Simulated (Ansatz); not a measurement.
This script drives the Python package of Ansatz (0.2.0).

`ch4alcls.py`
```python
"""Energy of CH4AlClS as one group turns about a bond."""

from dataclasses import dataclass
import warnings

import ansatz as az
from ase import Atoms


@dataclass
class Settings:
    basis: str = "def2-SVP"
    functional: str = "r2SCAN"
    force_tol: float = 0.02


settings = Settings()

warnings.simplefilter("ignore", az.DeckWarning)

atoms = Atoms(["C", "Al", "S", "Cl", "H", "H", "H", "H"], positions=[
    [-0.2254, 1.216, -0.2366],
    [-0.2576, -0.73, -0.1519],
    [0.3846, -1.7585, 1.7375],
    [-0.8012, -1.9142, -1.905],
    [-1.304, 1.6026, -0.4746],
    [0.0711, 1.6969, 0.7172],
    [0.429, 1.5994, -1.0571],
    [1.7956, -1.7694, 1.3147],
])

# start the scan from a relaxed geometry
first = (
    az.Crystal.molecule_from_ase(atoms).calculation()
    .basis(gaussian=settings.basis)
    .functional(settings.functional)
    .relax(force_tolerance=settings.force_tol, max_steps=80)
)
atoms.positions = first.run().report["positions_ang"]

start = atoms.get_dihedral(0, 1, 2, 7)
energies = {}
for turn in range(0, 360, 30):
    turned = atoms.copy()
    turned.set_dihedral(0, 1, 2, 7, start + turn, indices=[2, 7])
    calc = (
        az.Crystal.molecule_from_ase(turned).calculation()
        .basis(gaussian=settings.basis)
        .functional(settings.functional)
    )
    energies[round((start + turn) % 360)] = calc.run().report["free_energy_ev"]
floor = min(energies.values())
print("dihedral C0-Al1-S2-H7 (deg)   E - E(min) (kJ/mol)")
for angle, e in sorted(energies.items()):
    print(f"{angle:8d} {96.485332 * (e - floor):14.3f}  " + "#" * int(30 * (e - floor) / max(max(energies.values()) - floor, 1e-9)))
```

It is started by `python ch4alcls.py`. How long does it take on 1 thread of AMD EPYC 9R45 96-Core Processor (Zen 5), on a shared host, and how much memory does it need?

It took about 51 s, with a peak of 0.25 GiB, for 13 runs of the engine.

```console
$ python ch4alcls.py
dihedral C0-Al1-S2-H7 (deg)   E - E(min) (kJ/mol)
      30          9.020  #########
      60         21.218  #######################
      90         27.345  #############################
     120         19.972  #####################
     150          6.498  #######
     180          0.000
     210          6.525  #######
     240         20.000  #####################
     270         27.347  ##############################
     300         21.211  #######################
     330          9.029  #########
     360          3.227  ###
```

The scan is rigid and the energies are electronic, in a modest basis. With rigid groups the curve can differ much from the relaxed path, the start wasn't checked as a minimum of this torsion, and equivalent turns needn't return to the same energy.

(Lines on the test bed's own set-up are left out of the output.)
